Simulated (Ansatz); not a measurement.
**Si2H3F2 radical: basis-set convergence**

One table from this session's results is given with a row withheld; the runs are named, their logs left out.

Computed with Ansatz 0.2.0, Gaussian basis. Level: one geometry, several basis sets.

Levels to be run: PBE0-D4/def2-SVP; ωB97M-V/def2-SVP; PBE0-D4/def2-QZVPP; ωB97M-V/def2-QZVPP; the functionals' def2-TZVPP values are taken from earlier runs.

### Structure used throughout

An earlier PBE0-D4 in a triple-zeta def2 set relaxation fixed the geometry.

SMILES `F[SiH][SiH2]F`, 7 atoms, charge 0, spin multiplicity 2.

Atoms are counted from 1 here; the program's logs count them from 0.

Bond lengths: F1–Si2 1.611 Å, Si2–Si3 2.353 Å, Si2–H5 1.492 Å, Si3–F4 1.605 Å, Si3–H6 1.487 Å, Si3–H7 1.484 Å. Angles: F1–Si2–Si3 108.9°, F1–Si2–H5 107.0°, Si3–Si2–H5 115.3°, Si2–Si3–F4 106.6°, Si2–Si3–H6 114.6°, Si2–Si3–H7 109.6°, F4–Si3–H6 107.4°, F4–Si3–H7 108.8°, H6–Si3–H7 109.6°.

Set-up of the first run:

Input file in.yaml:

```yaml
crystal:
  periodic: [false, false, false]
  atoms:
    - {symbol: F, position_ang: [-0.102399, 0.895087, -2.234009]}
    - {symbol: Si, position_ang: [0.853242, 0.580119, -0.976403]}
    - {symbol: Si, position_ang: [-0.370199, -0.631459, 0.627407]}
    - {symbol: F, position_ang: [0.694399, -1.186323, 1.692174]}
    - {symbol: H, position_ang: [1.400144, 1.887110, -0.507298]}
    - {symbol: H, position_ang: [-1.372756, 0.171173, 1.376970]}
    - {symbol: H, position_ang: [-1.041130, -1.783708, -0.024542]}
basis:
  gaussian: {orbitals: def2-SVP}
magnetization: {spin_polarized: true, initial_magnetization: 1}
hamiltonian: {xc: pbe0, dispersion: d4}
output: {orbitals: {seedname: orbitals}}
```

Command:

```console
$ ansatz run in.yaml --threads 4 --pin off --events-out ev --progress --plain --max-ram 10444MiB
```

Steps of the session up to this table: PBE0-D4 in def2-SVP; ωB97M-V in def2-SVP; PBE0-D4 in def2-QZVPP; ωB97M-V in def2-QZVPP.

One table of the session follows, with a row left open; its other results are not shown here.

It belongs to the step «Functionals by basis». 

```
functional       basis  HOMO (eV)  LUMO (eV)
   PBE0-D4    def2-SVP      -6.36      -2.82
   PBE0-D4  def2-TZVPP      -6.43      -2.84
   PBE0-D4  def2-QZVPP      -6.45      -2.87
   ωB97M-V    def2-SVP      -8.05      -1.11
   ωB97M-V  def2-TZVPP      -8.13      -1.20
   ωB97M-V  def2-QZVPP          ?          ?
```

Q: Estimate the row for ωB97M-V, def2-QZVPP from the others.

The run gave: HOMO (eV): -8.17; LUMO (eV): -1.27. In the column «HOMO (eV)» it is the lowest.
